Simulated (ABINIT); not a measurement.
Input of an ABINIT 10.8.3 (patched build) run:

File run.abi:

```
pp_dirpath "./"
pseudos "Zr.upf, W.upf, N.upf"

acell 3*1.0 Angstrom
rprim
     1.5904700000     0.9182600000     5.0524100000
    -1.5904700000     0.9182600000     5.0524100000
     0.0000000000    -1.8365200000     5.0524100000
ntypat 3
znucl 40 74 7
natom 4
typat 1 2 3 3
xred
     0.5000000000     0.5000000000     0.5000000000
     0.0000000000     0.0000000000     0.0000000000
     0.7463100000     0.7463100000     0.7463100000
     0.2536900000     0.2536900000     0.2536900000

ecut 36.0

kptopt 1
ngkpt 8 8 8
nshiftk 1
shiftk 0.0 0.0 0.0

ixc 23

nband 22
occopt 3
tsmear 0.05 eV

nstep 100
tolvrs 1.0e-10

iomode 3
prtwf 0
prtden 0
prteig 0
prtebands 0
```

Potentials or basis: PseudoDojo NC SR PBEsol v0.4 stringent.

The run is started by

```sh
$ abinit run.abi > log 2>&1
```

(1) Estimate the largest force.

(2) Predict the pressure.

(3) What does it give for the band gap on the k mesh?

## Answers

(1) 0.094 eV/Å.

(2) -7.1 GPa.

(3) none (metal or under the smearing width).

Caveat: the cutoff is short for stress, so the pressure is rough; the potentials were made for another functional, which shifts forces and pressure.
